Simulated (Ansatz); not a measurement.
# C7H9N: vertical ionisation energy

One table from this session's results is given with a row withheld; the runs are named, their logs left out.

The runs use Ansatz 0.2.0, Gaussian basis; unrestricted cation, the program's frozen cores in correlated methods.

The runs, in order: UKS PBE-D4/def2-TZVPP; UKS r2SCAN-D4/def2-TZVPP; UKS PBE0-D4/def2-TZVPP; UKS B3LYP-D4/def2-TZVPP; UKS wB97X-V/def2-TZVPP; UKS wB97M-V/def2-TZVPP; UKS B2PLYP/def2-TZVPP; UHF-CCSD(T)/def2-TZVPP; UHF-MP2/def2-QZVPP; extrapolation to the limit; then −ε(HOMO) from the neutral's earlier runs with LDA (SPW92), PBE-D4, revPBE-D4, BLYP-D4, r2SCAN-D4, B97M-V, PBE0-D4, B3LYP-D4, r2SCANh-D4, r2SCAN0-D4, HSE06-D4, BHLYP-D4, CAM-B3LYP-D4, LC-ωPBE, ωB97X-V, ωB97M-V.

## The relaxed structure

An earlier PBE0-D4 in a triple-zeta def2 set relaxation fixed the geometry.

SMILES `N#CC1=CCCCC1`, 17 atoms, charge 0, spin multiplicity 1.

Atoms are counted from 1 here; the program's logs count them from 0.

Bond lengths: N1–C2 1.153 Å, C2–C3 1.426 Å, C3–C4 1.337 Å, C3–C8 1.506 Å, C4–C5 1.490 Å, C4–H9 1.085 Å, C5–C6 1.522 Å, C5–H10 1.099 Å, C5–H11 1.095 Å, C6–C7 1.521 Å, C6–H12 1.093 Å, C6–H13 1.096 Å, C7–C8 1.521 Å, C7–H14 1.093 Å, C7–H15 1.096 Å, C8–H16 1.094 Å, C8–H17 1.097 Å. Angles: N1–C2–C3 178.0°, C2–C3–C4 119.7°, C2–C3–C8 116.9°, C4–C3–C8 123.4°, C3–C4–C5 123.2°, C3–C4–H9 118.9°, C5–C4–H9 117.9°, C4–C5–C6 112.5°, C4–C5–H10 108.6°, C4–C5–H11 109.0°, C6–C5–H10 110.5°, C6–C5–H11 110.8°, H10–C5–H11 105.2°, C5–C6–C7 110.7°, C5–C6–H12 110.1°, C5–C6–H13 109.2°, C7–C6–H12 110.8°, C7–C6–H13 109.2° and more.

Set-up of the first run:

File in.yaml:

```yaml
crystal:
  periodic: [false, false, false]
  atoms:
    - {symbol: N, position_ang: [2.395304, -2.315094, 1.941471]}
    - {symbol: C, position_ang: [1.726243, -1.601574, 1.331451]}
    - {symbol: C, position_ang: [0.859609, -0.736850, 0.599758]}
    - {symbol: C, position_ang: [1.376057, 0.133419, -0.274319]}
    - {symbol: C, position_ang: [0.547235, 1.097027, -1.052297]}
    - {symbol: C, position_ang: [-0.875745, 1.202071, -0.522489]}
    - {symbol: C, position_ang: [-1.437889, -0.176445, -0.213044]}
    - {symbol: C, position_ang: [-0.616770, -0.869079, 0.863536]}
    - {symbol: H, position_ang: [2.450348, 0.146249, -0.429283]}
    - {symbol: H, position_ang: [0.542909, 0.783755, -2.105344]}
    - {symbol: H, position_ang: [1.037552, 2.076207, -1.045657]}
    - {symbol: H, position_ang: [-1.506909, 1.724923, -1.244964]}
    - {symbol: H, position_ang: [-0.876826, 1.804891, 0.392485]}
    - {symbol: H, position_ang: [-2.480618, -0.107168, 0.105852]}
    - {symbol: H, position_ang: [-1.425416, -0.784820, -1.124365]}
    - {symbol: H, position_ang: [-0.875157, -1.929840, 0.926114]}
    - {symbol: H, position_ang: [-0.839916, -0.447683, 1.851093]}
basis:
  gaussian: {orbitals: def2-TZVPP}
total_charge: 1
magnetization: {spin_polarized: true, initial_magnetization: 1}
hamiltonian: {xc: pbe, dispersion: d4}
```

Command:

```sh
ansatz run in.yaml --threads 2 --pin off --events-out ev --progress --plain --max-ram 20480MiB --backend cuda --devices 0, --max-vram 18GiB
```

Among the steps run: Cation, UKS PBE-D4/def2-TZVPP; Cation, UKS r2SCAN-D4/def2-TZVPP; Cation, UKS PBE0-D4/def2-TZVPP; Cation, UKS B3LYP-D4/def2-TZVPP; Cation, UKS wB97X-V/def2-TZVPP; Cation, UKS wB97M-V/def2-TZVPP; Cation, UKS B2PLYP (frozen core)/def2-TZVPP; Cation, UHF-CCSD(T)/def2-TZVPP; Cation, UHF-MP2/def2-QZVPP.

One table of the session follows, with a row left open; its other results are not shown here.

It belongs to the step «Ionisation energies side by side». Orbital estimates, from the neutral's runs:

```
  functional  −ε(HOMO) (eV)
 LDA (SPW92)           6.60
      PBE-D4           6.43
   revPBE-D4           6.37
     BLYP-D4           6.28
   r2SCAN-D4           6.62
      B97M-V           6.63
     PBE0-D4           7.52
    B3LYP-D4           7.32
  r2SCANh-D4              ?
  r2SCAN0-D4           7.66
    HSE06-D4           7.13
    BHLYP-D4           8.48
CAM-B3LYP-D4           8.80
     LC-ωPBE          10.13
     ωB97X-V           9.76
     ωB97M-V           9.66
```

**Question.** Estimate the row for r2SCANh-D4.

Worked estimate for «−ε(HOMO) (eV)». Against the share of exact exchange, r2SCAN-D4 (0, 6.62), r2SCAN0-D4 (0.25, 7.66) give a slope of 4.16 per unit share; at 0.1 the line stands at 7.04.

The run gave: −ε(HOMO) (eV): 7.03. In «−ε(HOMO) (eV)» the line misses by +0.01.
